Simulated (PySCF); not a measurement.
**TeO3: structure of the singlet**

The task is one start of a wider search on TeO3: the singlet, from a BP86 minimum start. It is relaxed, tested by its Hessian and followed downhill if it is a saddle.

The runs use PySCF 2.14.0; BP86, basis Te def2-TZVP with ECP28, O def2-TZVP, scalar-relativistic core potentials, no spin–orbit coupling, density fitting.

## Step 1: Starting geometry

4 atoms, charge 0, spin multiplicity 1.

Bond lengths: Te1–O2 1.808 Å, Te1–O3 1.808 Å, Te1–O4 1.808 Å. Angles: O2–Te1–O3 120.0°, O2–Te1–O4 120.0°, O3–Te1–O4 120.0°.

Coordinates in bohr (charge 0 multiplicity 1):
```
Te    0.0000    0.0000    0.0000
O     3.4176    0.0000    0.0000
O    -1.7088    2.9597    0.0000
O    -1.7087   -2.9597    0.0000
```

## Step 2: The SCF at the typed geometry

One driver script runs all steps and calls PySCF; scf.py shows how it sets up the SCF of each step. The optimiser is the driver's own. The state is first sought with PBE. After this first run the driver tries any further starts and a stability analysis.

File scf.py:

```python
from pyscf import gto, scf, dft
mol = gto.M(atom='''
Te     0.000000    -0.000000    -0.000000
O      1.808492     0.000023     0.000000
O     -0.904266     1.566189    -0.000000
O     -0.904226    -1.566212     0.000000''',
    basis={'Te': 'def2-TZVP', 'O': 'def2-TZVP'},
    ecp={'Te': 'def2-TZVP'},
    charge=0, spin=0)
mf = dft.RKS(mol, xc='PBE')
mf.grids.atom_grid = (50, 194)
aux = {'Te': 'def2-universal-JKFIT', 'O': 'def2-universal-JKFIT'}
mf = mf.density_fit(auxbasis=aux)
mf.conv_tol = 1e-08
mf.diis_space = 10
mf.max_cycle = 60
mf.init_guess = 'minao'
mf.verbose = 4
mf.kernel()
```

The run is started by

```bash
> OMP_NUM_THREADS=2 python axn.py task.json out
```

Output:

```text
init E= -452.287823654247
  HOMO = -0.781950039076027  LUMO = -0.736846881408727  gap/eV = 1.22732
cycle= 1 E= -491.414530447848  delta_E= -39.1  |g|= 3.65  |ddm|= 28.2
  HOMO = -0.276712519183156  LUMO = 0.0560189182784083  gap/eV = 9.05408
cycle= 2 E= -489.250909201955  delta_E= 2.16  |g|= 5.17  |ddm|= 9.69
  HOMO = -0.172162223038796  LUMO = -0.0897644523190733  gap/eV = 2.24216
cycle= 3 E= -493.081361140199  delta_E= -3.83  |g|= 1.38  |ddm|= 4.76
  HOMO = -0.363466836742584  LUMO = -0.253250261890255  gap/eV = 2.99915
cycle= 4 E= -493.263945623832  delta_E= -0.183  |g|= 0.946  |ddm|= 1.25
  HOMO = -0.308121373443363  LUMO = -0.221208717117133  gap/eV = 2.36501
cycle= 5 E= -493.433664409493  delta_E= -0.17  |g|= 0.0869  |ddm|= 0.704
  HOMO = -0.300265906803078  LUMO = -0.209857036783827  gap/eV = 2.46015
cycle= 6 E= -493.435564379255  delta_E= -0.0019  |g|= 0.0269  |ddm|= 0.163
  HOMO = -0.300027415169008  LUMO = -0.210250846816489  gap/eV = 2.44294
cycle= 7 E= -493.43567716351  delta_E= -0.000113  |g|= 0.0164  |ddm|= 0.0284
  HOMO = -0.300043638836087  LUMO = -0.210292253715284  gap/eV = 2.44226
cycle= 8 E= -493.435714847271  delta_E= -3.77e-05  |g|= 0.00951  |ddm|= 0.0158
  HOMO = -0.300070602735528  LUMO = -0.210381934223157  gap/eV = 2.44055
cycle= 9 E= -493.435733938314  delta_E= -1.91e-05  |g|= 0.000449  |ddm|= 0.00626
  HOMO = -0.300103591644745  LUMO = -0.210402683823013  gap/eV = 2.44089
cycle= 10 E= -493.435733986373  delta_E= -4.81e-08  |g|= 3.46e-05  |ddm|= 0.00042
  HOMO = -0.300100775071813  LUMO = -0.210400491324567  gap/eV = 2.44087
cycle= 11 E= -493.435733986629  delta_E= -2.56e-10  |g|= 5.39e-06  |ddm|= 2.47e-05
  HOMO = -0.30010024880748  LUMO = -0.210400209083204  gap/eV = 2.44086
Extra cycle  E= -493.435733986461  delta_E= 1.67e-10  |g|= 2.87e-05  |ddm|= 2.15e-05
converged SCF energy = -493.435733986461
```

This step, with its further starts and checks, took 9.7 s on 2 threads of AMD EPYC 9R45 (Zen 5), shared host.

No lower closed-shell solution turned up in the test of internal stability.

## Step 3: Relaxation: BP86 minimum start, singlet

The program finds D3h symmetry in the start, which this walk keeps. The walk stops when the largest gradient is under 0.0003 Eh/bohr and the energy has settled too.

scf.py: that of step 2 with these lines changed.

```diff
@@ -3 +3 @@
-Te     0.000000    -0.000000    -0.000000
+Te     0.000000     0.000000     0.000000
@@ -5 +5 @@
-O     -0.904266     1.566189    -0.000000
+O     -0.904266     1.566189     0.000000
@@ -10 +10 @@
-mf = dft.RKS(mol, xc='PBE')
+mf = dft.RKS(mol, xc='B88,P86')
@@ -17 +16,0 @@
-mf.init_guess = 'minao'
```

Steps of the walk:

```tsv
step	energy (Eh)	change (kJ/mol)	largest symmetric gradient (Eh/bohr)
0	-493.798146	0.00	0.00002
```

The walk took 2.4 s.

Geometry (Å) and forces (eV/Å) at some steps:

```
step 0
Te   0.000   0.000   0.000  -0.023   0.000   0.000
O    1.808   0.000   0.000   0.005   0.000   0.000
O   -0.904   1.566   0.000   0.009   0.001   0.000
O   -0.904  -1.566   0.000   0.009  -0.001   0.000
```

End point (D3h, 0 steps, 0.0 kJ/mol gained): Te–O 1.808 Å (×3); O–Te–O 120.0° (×3).

## Step 4: Is it a minimum? Harmonic modes

On the finer grid the gradient is checked again; gradients at displacements of ±0.02 bohr then give force constants and infrared intensities.

scf.py: that of step 3 with these lines changed.

```diff
@@ -4,3 +4,3 @@
-O      1.808492     0.000023     0.000000
-O     -0.904266     1.566189     0.000000
-O     -0.904226    -1.566212     0.000000''',
+O      1.808649     0.000023     0.000000
+O     -0.904345     1.566325     0.000000
+O     -0.904305    -1.566348     0.000000''',
@@ -11 +11 @@
-mf.grids.atom_grid = (50, 194)
+mf.grids.atom_grid = (75, 302)
@@ -14 +14 @@
-mf.conv_tol = 1e-08
+mf.conv_tol = 1e-10
```

The driver hands on the density of the step before, so the log starts near convergence.

Log of the central SCF (cycles and frontier levels):

```text
init E= -493.798261193412
  HOMO = -0.305103695552606  LUMO = -0.215708293931087  gap/eV = 2.43257
cycle= 1 E= -493.798261193395  delta_E= 1.72e-11  |g|= 9.11e-06  |ddm|= 6.58e-06
  HOMO = -0.305103362045751  LUMO = -0.215708100272739  gap/eV = 2.43257
Extra cycle  E= -493.798261192727  delta_E= 6.68e-10  |g|= 5.7e-05  |ddm|= 4.09e-05
converged SCF energy = -493.798261192727
```

The whole step took 25 s.

Geometry: D3h; Te–O 1.809 Å (×3); O–Te–O 120.0° (×3).

Harmonic modes (main isotopes):

```
symmetry  ω (cm⁻¹)  IR (km/mol)
    a2''       151         27.2
      e'       232         45.1
     a1'       784          0.0
      e'       841          117
```

No imaginary mode, so this is a minimum.

Properties at this point:

| Quantity | Value |
| --- | --- |
| Dipole moment | 0.00 D |
| Highest occupied level | -8.30 eV |
| Lowest empty level | -5.87 eV |
| Rotational constants | 0.2148, 0.2148, 0.1074 cm⁻¹ |
| Zero-point energy | 18.4 kJ/mol |
| Principal polarisabilities | 27.2, 52.5, 52.5 bohr³ |
| Atomisation energy without zero-point energy | 1125 kJ/mol |
| Principal traceless quadrupole moments about the centre of mass | -4.93, -4.93, 9.85 D Å |
| Entropy at 298.15 K and 1 bar | 293.5 J/(mol K) |
| Heat capacity Cp at 298.15 K | 63.9 J/(mol K) |
| Enthalpy at 298.15 K above 0 K | 14.86 kJ/mol |
| Rotational symmetry number | 6 |

Charges (e) and bond orders:

```json
{"atom": "Te1", "Mulliken": "1.32", "Löwdin": "1.17", "polar tensor": "1.46", "Mayer order to Te1": "–"}
{"atom": "O2,3,4", "Mulliken": "-0.44", "Löwdin": "-0.39", "polar tensor": "-0.49", "Mayer order to Te1": "1.65"}
```

Mulliken populations on Te1 (outside its core potential): s 3.53, p 8.39, d 10.60, f 0.17.

## Step 5: Would spin polarisation lower it?

At the lowest minimum the closed shell is tested against spin polarisation, on the (50, 194) grid. It is stable.

## Step 6: Results

```
                                 quantity                                      value
                                  minimum                               singlet, D3h
                                 geometry      Te–O 1.809 Å (×3); O–Te–O 120.0° (×3)
                       wavenumbers (cm⁻¹)  151 (a2''), 232 (e'), 784 (a1'), 841 (e')
                            dipole moment                                     0.00 D
     highest occupied, lowest empty level                            -8.30, -5.87 eV
               polar-tensor charge of Te1                                    +1.46 e
                        zero-point energy                                18.4 kJ/mol
                      entropy at 298.15 K                            293.5 J/(mol K)
atomisation energy (no zero-point energy)                                1125 kJ/mol
```

What this shows: The BP86 minimum start keeps its D3h symmetry and ends in a minimum. The strongest infrared band lies at 841 cm⁻¹ (e', stretch). The dipole vanishes although Te1 carries +1.5 e by the polar tensor: the bond dipoles cancel. Other starts or spin states, not run here, may lie lower. Spin–orbit coupling is left out.

The search up to here took 40 s on 2 threads of AMD EPYC 9R45 (Zen 5), shared host.
